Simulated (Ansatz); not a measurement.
SnSe2, space group P-3m1: a comparison of functionals at one structure, run with the Ansatz DFT code, driven from Python.

`snse2_xc.py`:
```python
# -*- coding: utf-8 -*-
"""One structure of SnSe2 under several functionals."""

import ansatz
from tabulate import tabulate

cell = (
    ansatz.Lattice.from_parameters(3.811, 3.811, 6.136, alpha=90, beta=90, gamma=120)
    .space_group(164)
    .atom("Sn", [0.0, 0.0, 0.0])
    .atom("Se", [1 / 3, 2 / 3, 0.249])
)

job = (
    cell.calculation()
    .occupations("fixed")
    .kpoints(6, 6, 4)
    .basis(450)
    .forces()
    .stress()
)

rows = []
for value in ["revpbe", "rpbe", "lda", "pbesol", "pbe"]:
    report = job.functional(value).run().report
    rows.append((value, report["free_energy_ev"] / len(report["lattice"]["sites"]), report["n_iterations"], sum(report["stress_gpa"][i][i] for i in range(3)) / 3, max(abs(f) for row in report["forces_ev_ang"] for f in row), report["n_kpoints"]))

print(tabulate(rows, headers=["functional", "F/atom (eV)", "iterations", "P (GPa)", "max component (eV/A)", "k-points"], floatfmt=".4f", tablefmt="github"))
```

Rank the functionals by the pressure that they give at this structure. What does the order say about their lattices?

From lowest to highest: LDA (0.8 GPa), PBEsol (2.5 GPa), PBE (5.6 GPa), revPBE (6.9 GPa) and RPBE (7.4 GPa). At a fixed cell a lower pressure usually means a smaller equilibrium volume, so LDA prefers the smallest cell and RPBE the largest. Gaps by band count in the reports: revPBE 0.88 eV, RPBE 0.90 eV, LDA 0.69 eV, PBEsol 0.75 eV and PBE 0.82 eV (Kohn-Sham values on this mesh, as a rule under measured gaps).

What the script printed:

```console
$ python snse2_xc.py
| functional   |   F/atom (eV) |   iterations |   P (GPa) |   max component (eV/A) |   k-points |
|--------------|---------------|--------------|-----------|------------------------|------------|
| revpbe       |    -5659.3074 |            7 |    6.9027 |                 0.8091 |         24 |
| rpbe         |    -5661.2814 |            7 |    7.4048 |                 0.8242 |         24 |
| lda          |    -5548.9946 |            7 |    0.8186 |                 0.4681 |         24 |
| pbesol       |    -5599.7249 |            6 |    2.5365 |                 0.5908 |         24 |
| pbe          |    -5654.4218 |            6 |    5.5651 |                 0.7789 |         24 |
```

Caveats:
- Pressure is positive in compression.
- The structure is a deposited one; some such entries were measured under pressure or heat, so a shift against it needn't be the functional's error alone.
- Total energies of different functionals can't be compared; pressures, moments and gaps at this one structure can.
- Hardware and time: 12 s on 1 thread of Intel(R) Xeon(R) Processor @ 2.30GHz, with other jobs on the host, peak memory 0.55 GiB.
